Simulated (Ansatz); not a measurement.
Relaxation of a periodic cell of 17 atoms, Na (host Na, host structure bcc, interstitial Na), to a largest force component of 0.03 eV/Å in at most 60 steps.

These are results of DFT PBE-D3(BJ), scalar-relativistic, plane waves, PAW (Ansatz), not measurements. Settings: cutoff 420 eV, k mesh 2x2x2, gaussian smearing 0.05 eV, no spin polarisation.

```xyz
17
Lattice="8.4600 0.0000 0.0000 0.0000 8.4600 0.0000 0.0000 0.0000 8.4600" Properties=species:S:1:pos:R:3:forces:R:3
Na 0.000 0.000 0.000 -0.05 0.08 0.00
Na 4.230 0.000 0.000 0.02 0.04 0.00
Na 0.000 4.230 0.000 -0.05 -0.08 0.00
Na 0.000 0.000 4.230 0.64 -1.36 0.01
Na 2.115 2.115 2.115 -0.02 0.00 0.05
Na 4.230 4.230 0.000 0.02 -0.04 0.00
Na 4.230 0.000 4.230 0.03 0.06 0.00
Na 6.345 2.115 2.115 -0.66 0.00 -1.29
Na 0.000 4.230 4.230 0.66 1.40 0.01
Na 2.115 6.345 2.115 -0.03 0.00 0.04
Na 2.115 2.115 6.345 -0.03 0.00 -0.05
Na 4.230 4.230 4.230 0.03 -0.06 0.00
Na 6.345 6.345 2.115 0.05 0.00 0.08
Na 6.345 2.115 6.345 -0.62 0.00 1.22
Na 2.115 6.345 6.345 -0.03 0.00 -0.04
Na 6.345 6.345 6.345 0.05 0.00 -0.07
Na 7.450 2.123 4.212 -0.03 -0.02 0.05
```

Question: Where does it end, and by what steps?

Answer: The run converged. The force dipped under the threshold on the way, but the program's further checks kept it going. Limits of this set-up: coarse k mesh, a small cell, in which the defect meets its images, a typed lattice constant that wasn't relaxed here. After 12 steps the energy has fallen by 1.562 eV; Na8 moved furthest, 1.08 Å. Parted: Na4–Na8 (3.66 → 4.83 Å), Na8–Na9 (3.66 → 5.47 Å), Na9–Na14 (3.66 → 4.51 Å). Joined: Na3–Na17 (4.82 → 3.74 Å), Na13–Na17 (4.84 → 3.93 Å).

```
step  energy less start (eV)  largest force component (eV/Å)  accepted
   0                  0.0000                           1.400       yes
   1                 -0.6187                           1.009       yes
   2                 -1.2161                           0.508       yes
   3                 -1.4656                           0.153       yes
   4                 -1.5196                           0.021       yes
   5                 -1.5196                           0.021       yes
   6                 -1.5219                           0.017       yes
   7                 -1.5225                           0.006       yes
   8                 -1.5236                           0.010       yes
   9                 -1.5261                           0.029       yes
  10                 -1.5339                           0.035       yes
  11                 -1.5454                           0.031       yes
  12                 -1.5618                           0.023       yes
```

```xyz
17
Lattice="8.4600 0.0000 0.0000 0.0000 8.4600 0.0000 0.0000 0.0000 8.4600" Properties=species:S:1:pos:R:3
Na -0.151 0.075 0.309
Na 4.280 -0.311 -0.202
Na -0.038 4.096 0.276
Na 0.215 -0.246 4.308
Na 2.143 2.074 2.171
Na 4.101 4.392 -0.148
Na 4.297 -0.040 4.303
Na 5.460 2.003 1.498
Na 0.751 4.740 4.381
Na 2.279 6.438 2.008
Na 2.045 2.065 6.439
Na 4.223 4.177 4.294
Na 6.370 6.147 2.272
Na 6.279 2.085 6.544
Na 2.021 6.485 6.670
Na 6.520 6.128 6.304
Na 7.416 2.575 3.546
```

Whether the end is a true minimum wasn't checked by a vibrational analysis.

Run time: 37 s on 4 threads of Intel(R) Xeon(R) Platinum 8488C (Sapphire Rapids), on a shared host, peak memory 1.4 GiB.
